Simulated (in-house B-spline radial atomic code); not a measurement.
**Excitations of Si¹⁰⁺ as exact exchange is dialled in**

The task here is to estimate one member of a computed series from the others.

Program: in-house B-spline radial atomic code version 1. Level of theory: linear response of a closed shell, each method with its own adiabatic kernel; non-relativistic; B-spline basis; no spin-orbit coupling, no double excitations; only terms of natural parity, (−1)^L, with L up to 3 are computed. These are calculated values, not measurements, unless marked.

## What is computed

```
element       : silicon (Z = 14)
charge        : +10
configuration : [He] 2s2
runs          : 0 % exact exchange; 10 % exact exchange; 20 % exact exchange; 30 % exact exchange; 40 % exact exchange; 50 % exact exchange; 60 % exact exchange; 70 % exact exchange; 80 % exact exchange; 90 % exact exchange; 100 % exact exchange
```

The outer shells:

Si¹⁰⁺
```
[He] core
2s [↑↓]
```

Set-up of the first run:

Settings, as recorded:

```ini
Z = 14
electrons = 4.0
configuration = [He] 2s2
hamiltonian = nr
method = pbeh
box_radius = 9.77
exact_exchange_fraction = 0.0
intervals = 48
```

Started as:

```console
$ python run_td.py task.json out
```

task.json lists these runs, among others, and the program works through them in turn.

Among the steps run: 0 % exact exchange.

One of the session's tables, all rows but one given; the rest of the session is left out.

It belongs to the step «0 % exact exchange». The states in eV; those that feel the box are left out:

| state | full (eV) | Tamm-Dancoff (eV) |
| --- | --- | --- |
| 2s→2p ³P | 16.445 | 18.676 |
| 2s→2p ¹P | 37.015 | 38.749 |
| 2s→3s ³S | 268.80 | 268.81 |
| 2s→3s ¹S | 273.03 | 273.07 |
| 2s→3p ³P | 276.84 | 276.86 |
| 2s→3p ¹P | 278.19 | 278.20 |
| 2s→3d ³D | 281.17 | 281.24 |
| 2s→3d ¹D | 284.91 | 284.91 |
| 2s→4s ³S | 355.80 | 355.80 |
| 2s→4s ¹S | 357.05 | 357.06 |
| 2s→4p ³P | 359.12 | 359.12 |
| 2s→4p ¹P | 359.52 | 359.53 |
| 2s→4d ³D | ? | ? |
| 2s→4d ¹D | 362.37 | 362.37 |

Q: Estimate the row for 2s→4d ³D from the others.

**Answer.** full (eV): 361.21; Tamm-Dancoff (eV): 361.23. In the column «full (eV)» it lies between 2s→4p ¹P (359.52) and 2s→4d ¹D (362.37).
